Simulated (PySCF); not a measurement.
**CoO2Br: relaxation and vibrations of the triplet**

The task is one start of a wider search on CoO2Br: the triplet, from a trigonal planar start. It is relaxed, tested by its Hessian and followed downhill if it is a saddle.

Method: PBE0, basis Co def2-TZVP, O def2-TZVP, Br def2-TZVP, no relativity, density fitting; program: PySCF 2.14.0.

## (1) The starting structure

4 atoms, charge 0, spin multiplicity 3.

Bond lengths: Co1–O2 1.600 Å, Co1–O3 1.600 Å, Co1–Br4 2.250 Å. Angles: O2–Co1–O3 120.0°, O2–Co1–Br4 120.0°, O3–Co1–Br4 120.0°.

Z-matrix (Å, degrees; charge 0 multiplicity 3):
```
Co
O  1 1.6000
O  1 1.6000 2 120.00
Br 1 2.2500 2 120.00 3 180.00
```

## (2) The SCF at the typed geometry

The steps below are one call of a driver around PySCF. For each, scf.py gives the equivalent set-up of the SCF; relaxations use the driver's own optimiser. After this first run the driver tries any further starts and a stability analysis.

File scf.py:

```python
from pyscf import gto, scf, dft
mol = gto.M(atom='''
Co     0.000000     0.000000     0.000000
O     -0.800000     1.385600     0.000000
O     -0.800000    -1.385600     0.000000
Br     2.250000     0.000000     0.000000''',
    basis={'Co': 'def2-TZVP', 'O': 'def2-TZVP', 'Br': 'def2-TZVP'},
    charge=0, spin=2)
mf = dft.UKS(mol, xc='PBE0')
mf.grids.atom_grid = (50, 194)
aux = {'Co': 'def2-universal-JKFIT', 'O': 'def2-universal-JKFIT', 'Br': 'def2-universal-JKFIT'}
mf = mf.density_fit(auxbasis=aux)
mf.conv_tol = 1e-08
mf.diis_space = 10
mf.max_cycle = 60
mf.init_guess = 'minao'
mf.verbose = 4
mf.kernel()
```

The run is started by

```bash
$ OMP_NUM_THREADS=4 python axn.py task.json out
```

The runs that follow: Relaxation: trigonal planar start, triplet; Is it a minimum? Harmonic modes.

What does the calculation give? Wanted: minimum; geometry; wavenumbers; dipole moment; highest occupied, lowest empty level; polar-tensor charge of Co1; zero-point energy; atomisation energy; ⟨S²⟩.

As calculated:

```
                                          quantity                                                                 value
                                           minimum                                                          triplet, C2v
                                          geometry  Co–Br 2.192 Å, Co–O 1.555 Å (×2); Br–Co–O 119.6° (×2), O–Co–O 120.7°
                                wavenumbers (cm⁻¹)          141 (b1), 156 (b2), 261 (a1), 386 (a1), 1001 (a1), 1004 (b2)
                                     dipole moment                                                                1.28 D
highest occupied, lowest empty level (either spin)                                                       -9.32, -5.43 eV
                        polar-tensor charge of Co1                                                               +1.05 e
                                 zero-point energy                                                           17.6 kJ/mol
                               entropy at 298.15 K                                                       323.5 J/(mol K)
         atomisation energy (no zero-point energy)                                                            884 kJ/mol
                                              ⟨S²⟩                                                                 2.039
```

**Reading.** The molecule stays C2v, as typed, and the end point is a minimum. In the infrared the band at 1004 cm⁻¹ (b2, stretch) leads. Most of the spin sits on Co1 (Mulliken spin 1.27, against 2 for the whole molecule). The first SCF alone would have been 188 kJ/mol too high. Only this shape and spin were tried, so other structures or states may lie lower. Open d and f shells are described by one determinant, and the ground state may have another occupation or spin.
